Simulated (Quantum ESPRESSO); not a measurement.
# GaF (Pm-3m) in Quantum ESPRESSO: notebook, part 2 of 2

Quantum ESPRESSO 7.5. The steps go on from the part before.

### Step 3. Phonons, PBE, target pressure 40 GPa, at which the enthalpy is minimised

pw.in

```
&CONTROL
  calculation = 'scf'
  prefix = 'pwscf'
  outdir = './tmp'
  pseudo_dir = './pseudo'
  tprnfor = .true.
  tstress = .true.
  disk_io = 'low'
/
&SYSTEM
  ibrav = 0
  nat = 2
  ntyp = 2
  ecutwfc = 56
  ecutrho = 448
  nbnd = 20
  occupations = 'smearing'
  smearing = 'fd'
  degauss = 0.00367493
/
&ELECTRONS
  conv_thr = 4d-10
  electron_maxstep = 120
  mixing_beta = 0.5
/
ATOMIC_SPECIES
Ga    69.7230 ga_pbe_v1.4.uspp.F.UPF
F     18.9984 f_pbe_v1.4.uspp.F.UPF
CELL_PARAMETERS angstrom
   3.1659200000    0.0000000000    0.0000000000
   0.0000000000    3.1659200000    0.0000000000
   0.0000000000    0.0000000000    3.1659200000
ATOMIC_POSITIONS angstrom
Ga     0.0000000000    0.0000000000    0.0000000000
F      1.5829600000    1.5829600000    1.5829600000
K_POINTS automatic
6 6 6 1 1 1
```

relax.in

```
&CONTROL
  calculation = 'vc-relax'
  prefix = 'pwscf'
  outdir = './tmp'
  pseudo_dir = './pseudo'
  tprnfor = .true.
  tstress = .true.
  disk_io = 'low'
  nstep = 40
  forc_conv_thr = 0.0001
  etot_conv_thr = 1d-06
/
&SYSTEM
  ibrav = 0
  nat = 2
  ntyp = 2
  ecutwfc = 56
  ecutrho = 448
  nbnd = 20
  occupations = 'smearing'
  smearing = 'fd'
  degauss = 0.00367493
/
&ELECTRONS
  conv_thr = 4d-10
  electron_maxstep = 120
  mixing_beta = 0.5
/
&IONS
  ion_dynamics = 'bfgs'
/
&CELL
  cell_dynamics = 'bfgs'
  press = 400
  press_conv_thr = 0.2
/
ATOMIC_SPECIES
Ga    69.7230 ga_pbe_v1.4.uspp.F.UPF
F     18.9984 f_pbe_v1.4.uspp.F.UPF
CELL_PARAMETERS angstrom
   3.1659200000    0.0000000000    0.0000000000
   0.0000000000    3.1659200000    0.0000000000
   0.0000000000    0.0000000000    3.1659200000
ATOMIC_POSITIONS angstrom
Ga     0.0000000000    0.0000000000    0.0000000000
F      1.5829600000    1.5829600000    1.5829600000
K_POINTS automatic
6 6 6 1 1 1
```

gamma.in

```
&CONTROL
  calculation = 'bands'
  prefix = 'pwscf'
  outdir = './tmp'
  pseudo_dir = './pseudo'
  disk_io = 'low'
  verbosity = 'high'
/
&SYSTEM
  ibrav = 0
  nat = 2
  ntyp = 2
  ecutwfc = 56
  ecutrho = 448
  nbnd = 20
  occupations = 'smearing'
  smearing = 'fd'
  degauss = 0.00367493
/
&ELECTRONS
  conv_thr = 1d-08
  electron_maxstep = 120
  mixing_beta = 0.5
  diago_full_acc = .true.
  startingwfc = 'random'
/
ATOMIC_SPECIES
Ga    69.7230 ga_pbe_v1.4.uspp.F.UPF
F     18.9984 f_pbe_v1.4.uspp.F.UPF
CELL_PARAMETERS angstrom
   2.7949880361    0.0000000000    0.0000000000
   0.0000000000    2.7949880361    0.0000000000
   0.0000000000    0.0000000000    2.7949880361
ATOMIC_POSITIONS angstrom
Ga     0.0000000000    0.0000000000    0.0000000000
F      1.3974940181    1.3974940181    1.3974940181
K_POINTS crystal
1
0.0 0.0 0.0 1
```

scf2.in

```
&CONTROL
  calculation = 'scf'
  prefix = 'pwscf'
  outdir = './tmp'
  pseudo_dir = './pseudo'
  tprnfor = .true.
  tstress = .true.
  disk_io = 'low'
/
&SYSTEM
  ibrav = 0
  nat = 2
  ntyp = 2
  ecutwfc = 56
  ecutrho = 448
  nbnd = 20
  occupations = 'fixed'
/
&ELECTRONS
  conv_thr = 1d-13
  electron_maxstep = 120
  mixing_beta = 0.5
  startingpot = 'file'
/
ATOMIC_SPECIES
Ga    69.7230 ga_pbe_v1.4.uspp.F.UPF
F     18.9984 f_pbe_v1.4.uspp.F.UPF
CELL_PARAMETERS angstrom
   2.7949880361    0.0000000000    0.0000000000
   0.0000000000    2.7949880361    0.0000000000
   0.0000000000    0.0000000000    2.7949880361
ATOMIC_POSITIONS angstrom
Ga     0.0000000000    0.0000000000    0.0000000000
F      1.3974940181    1.3974940181    1.3974940181
K_POINTS automatic
6 6 6 1 1 1
```

ph.in

```
phonons of GaF
&INPUTPH
  prefix = 'pwscf'
  outdir = './tmp'
  tr2_ph = 1d-18
  fildyn = 'dyn'
  niter_ph = 90
  alpha_mix(1) = 0.7
  epsil = .true.
/
0.0000000000 0.0000000000 0.0000000000
```

dynmat.in

```
&INPUT
  fildyn = 'dyn'
  asr = 'crystal'
  lperm = .true.
  filout = 'dynmat.disp'
  fileig = 'dynmat.eig'
/
```

dynmat_lo.in

```
&INPUT
  fildyn = 'dyn'
  asr = 'crystal'
  filout = 'dynmat_lo.disp'
  fileig = 'dynmat_lo.eig'
  q(1) = 0
  q(2) = 0
  q(3) = 1
/
```

Potentials or basis: GBRV 1.5 PBE.

Run with:

```
$ OMP_NUM_THREADS=1 pw.x -in pw.in > pw.out
$ OMP_NUM_THREADS=1 pw.x -in relax.in > relax.out
$ OMP_NUM_THREADS=1 pw.x -in gamma.in > gamma.out
$ OMP_NUM_THREADS=1 pw.x -in scf2.in > scf2.out
$ OMP_NUM_THREADS=1 ph.x -in ph.in > ph.out
$ OMP_NUM_THREADS=1 dynmat.x -in dynmat.in > dynmat.out
$ OMP_NUM_THREADS=1 dynmat.x -in dynmat_lo.in > dynmat_lo.out
```

pw.out:

```text
This program is part of the open-source Quantum ESPRESSO suite
     for quantum simulation of materials; please cite
[... 9 lines left out ...]
     --------------------
     sticks:   dense  smooth     PW     G-vecs:    dense   smooth      PW
     Sum        1281     641    193                34457    12149    2007

     Using Slab Decomposition

     bravais-lattice index     =            0
     lattice parameter (alat)  =       5.9827  a.u.
     unit-cell volume          =     214.1393 (a.u.)^3
     number of atoms/cell      =            2
     number of atomic types    =            2
     number of electrons       =        26.00
     number of Kohn-Sham states=           20
     kinetic-energy cutoff     =      56.0000  Ry
     charge density cutoff     =     448.0000  Ry
     scf convergence threshold =      4.0E-10
     mixing beta               =       0.5000
     number of iterations used =            8  plain     mixing
     Exchange-correlation=  SLA  PW   PBX  PBC
                           (   1   4   3   4   0   0   0)

     celldm(1)=   5.982722  celldm(2)=   0.000000  celldm(3)=   0.000000
     celldm(4)=   0.000000  celldm(5)=   0.000000  celldm(6)=   0.000000

     crystal axes: (cart. coord. in units of alat)
               a(1) = (   1.000000   0.000000   0.000000 )
               a(2) = (   0.000000   1.000000   0.000000 )
               a(3) = (   0.000000   0.000000   1.000000 )

     reciprocal axes: (cart. coord. in units 2 pi/alat)
               b(1) = (  1.000000  0.000000  0.000000 )
               b(2) = (  0.000000  1.000000  0.000000 )
               b(3) = (  0.000000  0.000000  1.000000 )

     PseudoPot. # 1 for Ga read from file:
     ga_pbe_v1.4.uspp.F.UPF
     Pseudo is Ultrasoft + core correction, Zval = 19.0
     Generated by new atomic code, or converted to UPF format
     Using radial grid of  871 points,  6 beta functions with:
                l(1) =   0
                l(2) =   0
                l(3) =   1
                l(4) =   1
                l(5) =   2
                l(6) =   2
     Q(r) pseudized with  8 coefficients,  rinner =    1.250   1.250   1.250
                                                       1.250   1.250

     PseudoPot. # 2 for F  read from file:
     f_pbe_v1.4.uspp.F.UPF
     Pseudo is Ultrasoft, Zval =  7.0
     Generated by new atomic code, or converted to UPF format
     Using radial grid of  799 points,  4 beta functions with:
                l(1) =   0
                l(2) =   0
                l(3) =   1
                l(4) =   1
     Q(r) pseudized with  8 coefficients,  rinner =    0.950   0.950   0.950

     atomic species   valence    mass     pseudopotential
     Ga               19.00    69.72300     Ga( 1.00)
     F                 7.00    18.99840     F ( 1.00)

     48 Sym. Ops., with inversion, found

   Cartesian axes

     site n.     atom                  positions (alat units)
         1        Ga     tau(   1) = (   0.0000000   0.0000000   0.0000000  )
         2        F      tau(   2) = (   0.5000000   0.5000000   0.5000000  )

     number of k points=    10  Fermi-Dirac smearing, width (Ry)=  0.0037
                       cart. coord. in units 2pi/alat
        k(    1) = (   0.0833333   0.0833333   0.0833333), wk =   0.0740741
        k(    2) = (   0.0833333   0.0833333   0.2500000), wk =   0.2222222
        k(    3) = (   0.0833333   0.0833333   0.4166667), wk =   0.2222222
        k(    4) = (   0.0833333   0.2500000   0.2500000), wk =   0.2222222
        k(    5) = (   0.0833333   0.2500000   0.4166667), wk =   0.4444444
        k(    6) = (   0.0833333   0.4166667   0.4166667), wk =   0.2222222
        k(    7) = (   0.2500000   0.2500000   0.2500000), wk =   0.0740741
        k(    8) = (   0.2500000   0.2500000   0.4166667), wk =   0.2222222
        k(    9) = (   0.2500000   0.4166667   0.4166667), wk =   0.2222222
        k(   10) = (   0.4166667   0.4166667   0.4166667), wk =   0.0740741

     Dense  grid:    34457 G-vectors     FFT dimensions: (  45,  45,  45)

     Smooth grid:    12149 G-vectors     FFT dimensions: (  30,  30,  30)

     Check: negative core charge=   -0.000001

     Initial potential from superposition of free atoms

     starting charge      25.0000, renormalised to      26.0000
     Starting wfcs are   16 randomized atomic wfcs +    4 random wfcs

     Self-consistent Calculation

     iteration #  1     ecut=    56.00 Ry     beta= 0.50
     Davidson diagonalization with overlap
     ethr =  1.00E-02,  avg # of iterations =  5.2

     total energy              =    -462.49570251 Ry
     estimated scf accuracy    <       3.46144849 Ry

     iteration #  2     ecut=    56.00 Ry     beta= 0.50
     Davidson diagonalization with overlap
     ethr =  1.00E-02,  avg # of iterations =  2.0

     total energy              =    -463.85977987 Ry
     estimated scf accuracy    <       0.85866899 Ry

     iteration #  3     ecut=    56.00 Ry     beta= 0.50
     Davidson diagonalization with overlap
     ethr =  3.30E-03,  avg # of iterations =  2.0

     total energy              =    -463.99510191 Ry
     estimated scf accuracy    <       0.08863150 Ry

     iteration #  4     ecut=    56.00 Ry     beta= 0.50
     Davidson diagonalization with overlap
     ethr =  3.41E-04,  avg # of iterations =  1.8

     total energy              =    -463.99904408 Ry
     estimated scf accuracy    <       0.01041414 Ry

     iteration #  5     ecut=    56.00 Ry     beta= 0.50
     Davidson diagonalization with overlap
     ethr =  4.01E-05,  avg # of iterations =  2.8

     total energy              =    -464.00198861 Ry
     estimated scf accuracy    <       0.00205436 Ry

     iteration #  6     ecut=    56.00 Ry     beta= 0.50
     Davidson diagonalization with overlap
     ethr =  7.90E-06,  avg # of iterations =  2.0

     total energy              =    -464.00237722 Ry
     estimated scf accuracy    <       0.00002600 Ry

     iteration #  7     ecut=    56.00 Ry     beta= 0.50
     Davidson diagonalization with overlap
     ethr =  1.00E-07,  avg # of iterations =  4.0

     total energy              =    -464.00238925 Ry
     estimated scf accuracy    <       0.00000947 Ry

     iteration #  8     ecut=    56.00 Ry     beta= 0.50
     Davidson diagonalization with overlap
     ethr =  3.64E-08,  avg # of iterations =  2.0

     total energy              =    -464.00239142 Ry
     estimated scf accuracy    <       0.00000004 Ry

     iteration #  9     ecut=    56.00 Ry     beta= 0.50
     Davidson diagonalization with overlap
     ethr =  1.45E-10,  avg # of iterations =  2.3

     total energy              =    -464.00239146 Ry
     estimated scf accuracy    <       0.00000002 Ry

     iteration # 10     ecut=    56.00 Ry     beta= 0.50
     Davidson diagonalization with overlap
     ethr =  8.85E-11,  avg # of iterations =  1.9

     End of self-consistent calculation

          k = 0.0833 0.0833 0.0833 (  1494 PWs)   bands (ev):

   -87.2125 -87.2125 -87.2125 -15.5380  -7.6321  -7.6321  -7.4856  -7.4849
    -7.4849   0.4868   3.1545   3.1545   3.6935  13.7425  13.7425  14.2497
    18.2438  18.2438  24.3970  26.4334

          k = 0.0833 0.0833 0.2500 (  1507 PWs)   bands (ev):

   -87.2128 -87.2125 -87.2125 -15.4770  -7.6280  -7.5803  -7.5063  -7.5038
    -7.4831   0.2907   3.0691   3.2849   4.3842  10.6269  13.9079  14.4620
    18.7755  21.2923  23.4288  24.3049

          k = 0.0833 0.0833 0.4167 (  1513 PWs)   bands (ev):

   -87.2130 -87.2125 -87.2125 -15.4149  -7.6239  -7.5300  -7.5275  -7.5218
    -7.4811   0.0532   3.2263   3.4194   5.4191   8.0181  14.0818  14.8410
    19.7975  21.2989  22.8395  23.4806

          k = 0.0833 0.2500 0.2500 (  1516 PWs)   bands (ev):

   -87.2128 -87.2128 -87.2125 -15.4237  -7.6017  -7.5478  -7.5211  -7.5026
    -7.5014   0.5271   2.5552   3.3366   4.9283  10.8410  11.2921  14.6462
    19.9880  21.3477  23.1711  24.6728

          k = 0.0833 0.2500 0.4167 (  1521 PWs)   bands (ev):

   -87.2130 -87.2127 -87.2125 -15.3695  -7.5919  -7.5376  -7.5196  -7.5020
    -7.4970   0.6341   2.4918   3.4433   5.2781   8.9127  11.6296  15.1715
    18.6628  21.9259  22.5605  24.7567

          k = 0.0833 0.4167 0.4167 (  1531 PWs)   bands (ev):

   -87.2130 -87.2130 -87.2124 -15.3233  -7.5740  -7.5465  -7.5184  -7.5182
    -7.4549   1.4792   1.9538   3.5069   4.5865   9.8739  10.1892  15.8668
    16.6605  22.3061  22.6353  23.3405

          k = 0.2500 0.2500 0.2500 (  1520 PWs)   bands (ev):

   -87.2128 -87.2128 -87.2127 -15.3745  -7.5458  -7.5458  -7.5258  -7.5258
    -7.5115   0.8734   2.7832   2.7832   5.1571  11.1809  11.1809  12.1909
    20.6908  20.6908  22.0976  25.3139

          k = 0.2500 0.2500 0.4167 (  1509 PWs)   bands (ev):

   -87.2130 -87.2127 -87.2127 -15.3245  -7.5535  -7.5403  -7.5321  -7.5225
    -7.4869   1.1731   2.5474   3.0287   5.2864   9.4007  11.0342  13.0386
    19.3055  19.3093  21.7164  26.3913

          k = 0.2500 0.4167 0.4167 (  1516 PWs)   bands (ev):

   -87.2130 -87.2130 -87.2127 -15.2789  -7.5646  -7.5492  -7.5427  -7.5128
    -7.4534   1.9099   2.2829   3.0582   5.0719   9.7318   9.7997  12.6890
    17.5734  19.9728  20.0148  28.1826

          k = 0.4167 0.4167 0.4167 (  1523 PWs)   bands (ev):

   -87.2130 -87.2130 -87.2130 -15.2338  -7.5793  -7.5793  -7.5705  -7.4519
    -7.4519   2.4282   2.6568   2.6568   5.8166   9.3340   9.3340  10.4000
    18.4889  18.7890  18.7890  27.8476

     the Fermi energy is     6.8585 ev

!    total energy              =    -464.00239146 Ry
     estimated scf accuracy    <          8.9E-12 Ry
     smearing contrib. (-TS)   =      -0.00000000 Ry
     internal energy E=F+TS    =    -464.00239146 Ry

     The total energy is F=E-TS. E is the sum of the following terms:
     one-electron contribution =    -373.38049737 Ry
     hartree contribution      =     197.21017383 Ry
     xc contribution           =     -57.73496559 Ry
     ewald contribution        =    -230.09710232 Ry

     convergence has been achieved in  10 iterations

     Forces acting on atoms (cartesian axes, Ry/au):

     atom    1 type  1   force =     0.00000000    0.00000000    0.00000000
     atom    2 type  2   force =     0.00000000    0.00000000    0.00000000

     Total force =     0.000000     Total SCF correction =     0.000000

     Computing stress (Cartesian axis) and pressure

          total   stress  (Ry/bohr**3)                   (kbar)     P=       -2.16
  -0.00001468   0.00000000   0.00000000           -2.16        0.00        0.00
   0.00000000  -0.00001468   0.00000000            0.00       -2.16        0.00
   0.00000000   0.00000000  -0.00001468            0.00        0.00       -2.16

=------------------------------------------------------------------------------=
   JOB DONE.
=------------------------------------------------------------------------------=
```

It took 99 s on 1 thread of Intel Xeon Platinum 8488C (Sapphire Rapids), shared host; peak memory 0.17 GiB.

What came out:

* Free energy: -6312.2073 eV
* Relaxed volume: 10.92 Å³/atom
* Relaxed cell: a = 2.795 Å, b = 2.795 Å, c = 2.795 Å, α = 90.00°, β = 90.00°, γ = 90.00°
* Space group after relaxing (to 0.05 Å): Pm-3m (No. 221)
* Pressure after relaxing: 40.4 GPa
* Electronic dielectric tensor (diagonal): 9.50
* Born charges (mean of the diagonal): Ga +3.25; F -3.02 e
* Highest phonon frequency at Γ, LO-TO splitting left out: 69 cm⁻¹
* Static dielectric tensor (diagonal): 323.98

The path:
```csv
step,energy change (eV),largest force (eV/Å),pressure (GPa),volume (Å³)
1,0.0000,0.0000,-0.22,31.73
2,0.2304,0.0000,15.22,25.66
3,1.5415,0.0000,65.66,19.70
4,0.7322,0.0000,35.49,22.34
5,0.8346,0.0000,39.37,21.90
6,0.8517,0.0000,40.02,21.83
7,0.8511,0.0000,40.00,21.83
```

Final structure:
```
CELL_PARAMETERS angstrom
2.79499 0.00000 0.00000
0.00000 2.79499 0.00000
0.00000 0.00000 2.79499
ATOMIC_POSITIONS crystal
Ga 0.00000 0.00000 0.00000
F 0.50000 0.50000 0.50000
```

Levels at points of the mesh, in eV from the valence-band top:
```tsv
k point	band 10	band 11	band 12	band 13	band 14	band 15	band 16	band 17
(0.08, 0.08, 0.08)	-7.76	-5.61	-5.61	-4.30	8.39	8.39	10.04	13.45
```

Phonon frequencies in cm⁻¹ (negative: imaginary):
| q point | frequencies |
| --- | --- |
| (0.000, 0.000, 0.000) | -3 -3 -3 69 69 69 |

Electronic dielectric tensor:
```
9.50 0.00 0.00
0.00 9.50 0.00
0.00 0.00 9.50
```

Born effective charge tensors (e):
atom 1, Ga
```
3.25 0.00 0.00
0.00 3.25 0.00
0.00 0.00 3.25
```
atom 2, F
```
-3.02  0.00  0.00
 0.00 -3.02  0.00
 0.00  0.00 -3.02
```

Optical modes at Γ, degenerate ones joined, polar ones without the macroscopic field:
| cm⁻¹ | components | symmetry | active in | IR intensity, summed ((D/Å)²/amu) |
| --- | --- | --- | --- | --- |
| 69 | 3 | T1u | IR | 45.49 |

Zone-centre frequencies without and with the macroscopic field along z (cm⁻¹):
```
                optical modes in rising order
       without                       69 69 69
with the field                      69 69 401
```

Static dielectric tensor, electrons and zone-centre modes:
```
323.98   0.00   0.00
  0.00 323.98   0.00
  0.00   0.00 323.98
```

Caveat: the mesh is thin for the dielectric tensor, Born charges and intensities, which usually come out too large; the volume moved by over 15 % at a fixed basis, so the end points are rough; the cell is more than 3 GPa from zero pressure, which shifts response properties; the Born charges break their sum rule by 0.23 e, a sign of too thin a mesh.
